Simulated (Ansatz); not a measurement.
A run of Ansatz 0.2.0:

File input:

```
crystal:
  lattice:
    - [3.219666, 0.0, 0.0]
    - [0.0, 3.219666, 0.0]
    - [0.0, 0.0, 4.1084277]
  atoms:
    - { symbol: Hf, position: [0.5, 0.5, 0.0] }
    - { symbol: Ge, position: [0.0, 0.0, 0.0] }
hamiltonian:
  xc: hse06
  pseudopotentials: { kind: paw }
kpoints:
  mp_grid: { grid: [4, 4, 4] }
  band_path:
    path:
      - [[0.0, 0.0, 0.0], [0.0, 0.5, 0.0], [0.5, 0.5, 0.0], [0.0, 0.0, 0.0], [0.0, 0.0, 0.5], [0.0, 0.5, 0.5], [0.5, 0.5, 0.5], [0.0, 0.0, 0.5]]
      - [[0.0, 0.5, 0.0], [0.0, 0.5, 0.5]]
      - [[0.5, 0.5, 0.0], [0.5, 0.5, 0.5]]
    npoints: 4
scf:
  occupations: { method: fermi_dirac, width: 0.05 }
  n_extra_bands: 6
output:
  forces: true
  stress: true
  eigenvalues: true
  fatbands: false
```

Hardware: 1 × NVIDIA H100 80GB HBM3 with 2 threads of AMD EPYC 7R13 Processor (Zen 3) (shared host).

Q: Estimate the wall time of this run.

A: Run time: 35 s on 1 × NVIDIA H100 80GB HBM3 with 2 threads of AMD EPYC 7R13 Processor (Zen 3), on a shared host, peak memory 1.8 GiB. Counts: scf iterations 21, plane waves 837, k points 18, bands 26.
